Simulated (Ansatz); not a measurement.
# BrClFHHfO: basis-set convergence

One table from this session's results is given with a row withheld; the runs are named, their logs left out.

Computed with Ansatz 0.2.0, Gaussian basis. Level: one geometry, several basis sets.

Plan: PBE0-D4/def2-SVP; ωB97M-V/def2-SVP; PBE0-D4/def2-QZVPP; ωB97M-V/def2-QZVPP; the functionals' def2-TZVPP values are taken from earlier runs.

### Structure used throughout

The geometry comes from an earlier relaxation with PBE0-D4 in a triple-zeta def2 set; it is a stationary point. Hf takes the def2 core potential; no spin-orbit term is included.

SMILES `[OH][Hf]([F])([Cl])[Br]`, 6 atoms, charge 0, spin multiplicity 1.

Atoms are counted from 1 here; the program's logs count them from 0.

Bond lengths: O1–Hf2 1.886 Å, O1–H6 0.952 Å, Hf2–F3 1.893 Å, Hf2–Cl4 2.342 Å, Hf2–Br5 2.502 Å. Angles: Hf2–O1–H6 178.2°, O1–Hf2–F3 108.7°, O1–Hf2–Cl4 109.7°, O1–Hf2–Br5 109.8°, F3–Hf2–Cl4 108.8°, F3–Hf2–Br5 109.2°, Cl4–Hf2–Br5 110.6°.

The first run:

Contents of in.yaml:

```yaml
crystal:
  periodic: [false, false, false]
  atoms:
    - {symbol: O, position_ang: [-1.004573, 1.032143, -0.258570]}
    - {symbol: Hf, position_ang: [0.248561, -0.352351, 0.002754]}
    - {symbol: F, position_ang: [0.107129, -1.579512, -1.431316]}
    - {symbol: Cl, position_ang: [-0.220568, -1.473318, 2.004948]}
    - {symbol: Br, position_ang: [2.563756, 0.595632, 0.046625]}
    - {symbol: H, position_ang: [-1.652307, 1.713505, -0.410542]}
basis:
  gaussian: {orbitals: def2-SVP}
hamiltonian: {xc: pbe0, dispersion: d4}
output: {orbitals: {seedname: orbitals}}
```

Launch:

```bash
ansatz run in.yaml --threads 4 --pin off --events-out ev --progress --plain --max-ram 10444MiB
```

Steps of the session up to this table: PBE0-D4 in def2-SVP; ωB97M-V in def2-SVP; PBE0-D4 in def2-QZVPP; ωB97M-V in def2-QZVPP.

One table of the session follows, with a row left open; its other results are not shown here.

It belongs to the step «Functionals by basis». 

| functional | basis | HOMO (eV) |
| --- | --- | --- |
| PBE0-D4 | def2-SVP | ? |
| PBE0-D4 | def2-TZVPP | -8.83 |
| PBE0-D4 | def2-QZVPP | -8.85 |
| ωB97M-V | def2-SVP | -10.94 |
| ωB97M-V | def2-TZVPP | -11.02 |
| ωB97M-V | def2-QZVPP | -11.04 |

Q: Estimate the row for PBE0-D4, def2-SVP from the others.

As computed: HOMO (eV): -8.78. In the column «HOMO (eV)» it is the highest.
